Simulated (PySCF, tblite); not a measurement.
# C₆H₁₄B₂O₂: geometry, infrared bands and NMR shifts

Aim: predict the infrared bands and NMR shifts of C₆H₁₄B₂O₂ (`B[C@H](OB(C)OC)C1CC1`).

Computed with tblite 0.8.0 and PySCF 2.14.0, with density-fitted response routines of our own, on a single molecule in the gas phase. Atoms are numbered from 0 throughout.

## Step 1: Starting geometry

24 atoms, charge 0, multiplicity 1; geometry from: force field or distance geometry start.

Bonds of the start (Å): B0–C1 1.59, C1–O2 1.40, O2–B3 1.47, B3–C4 1.60, B3–O5 1.47, O5–C6 1.41, C1–C7 1.55, C7–C8 1.52, C8–C9 1.53, C9–C7 1.52, B0–H10 1.18, B0–H11 1.18, C1–H12 1.14, C4–H13 1.10, C4–H14 1.10, C4–H15 1.10, C6–H16 1.11, C6–H17 1.10, C6–H18 1.12, C7–H19 1.11, C8–H20 1.10, C8–H21 1.11, C9–H22 1.12, C9–H23 1.11.

## Step 2: Optimising the geometry with GFN2-xTB

What the job is given:

```
{"job": {"kind": "relax", "xc": "GFN2-xTB", "basis": "xTB"}, "charge": 0, "multiplicity": 1}
B      1.431400    -1.339900    -2.037500
C      0.758800    -0.677200    -0.752700
O     -0.532500    -0.273000    -1.094600
B     -1.413200    -0.210700     0.085600
C     -2.228100    -1.509900     0.548000
O     -1.522900     1.026200     0.872200
C     -2.531800     1.828600     0.311000
C      1.619000     0.540500    -0.323100
C      2.891500     0.213200     0.446500
C      1.683700     0.803600     1.174200
H      1.793200    -2.459400    -2.012100
H      1.537400    -0.708100    -3.026400
H      0.766400    -1.483400     0.046500
H     -3.309400    -1.285800     0.527800
H     -1.922800    -1.791800     1.567600
H     -2.020800    -2.343900    -0.145100
H     -2.294800     2.116700    -0.732700
H     -2.603700     2.758500     0.902100
H     -3.528400     1.330500     0.379000
H      1.665700     1.438500    -0.970600
H      3.063500    -0.850400     0.673900
H      3.713800     0.940900     0.286100
H      1.813000     1.883000     1.452400
H      1.159200     0.073000     1.829700
```

Launch:

```console
$ OMP_NUM_THREADS=1 python probes_run.py task.json out
```

This one command runs all jobs of the session in turn.

**Question.** This job is followed by: GFN2-xTB harmonic vibrations, gas phase; GIAO PBE0/pcSseg-1 NMR shielding, non-relativistic, gas phase. What will the session give for the following? strongest single infrared mode (GFN2-xTB); zero-point energy (GFN2-xTB); ¹³C shifts against TMS (PBE0/pcSseg-1); ¹H shifts against TMS (PBE0/pcSseg-1, means over atoms taken as alike); ¹¹B shifts against BF3·OEt2 (PBE0/pcSseg-1); ¹⁷O shifts against H2O (PBE0/pcSseg-1).

As calculated:

| quantity | value |
| --- | --- |
| strongest single infrared mode (GFN2-xTB) | 1261 cm⁻¹, 591 km/mol |
| zero-point energy (GFN2-xTB) | 121.9 kcal/mol |
| ¹³C shifts against TMS (PBE0/pcSseg-1) | 92.7, 53.2, 17.2, 9.8, 5.3, -1.1 ppm |
| ¹H shifts against TMS (PBE0/pcSseg-1, means over atoms taken as alike) | 8.01, 3.93, 3.14, 1.26, 0.75, 0.68, 0.40, 0.35, 0.00 ppm |
| ¹¹B shifts against BF3·OEt2 (PBE0/pcSseg-1) | 91.9, 28.2 ppm |
| ¹⁷O shifts against H2O (PBE0/pcSseg-1) | 164.1, 109.1 ppm |

**Reading.** Relaxing lowered the energy by 1.954 eV in 148 steps; the close pair that moved most is O2–B3, from 1.474 to 1.352 Å. The lowest mode is slightly imaginary (12i cm⁻¹), a soft motion within the noise of the Hessian, so the minimum is not strictly shown. GFN2-xTB is a fitted tight-binding method: band positions and strengths are rough. Its intensities can rank the bands wrongly. C1 (sp3 CH bonded to B and O) lies farthest downfield among carbon, at 92.7 ppm; pulled downfield by the heteroatom. At PBE0/pcSseg-1: The largest span, 245 ppm, is at O2, where the paramagnetic term is -230 ppm.
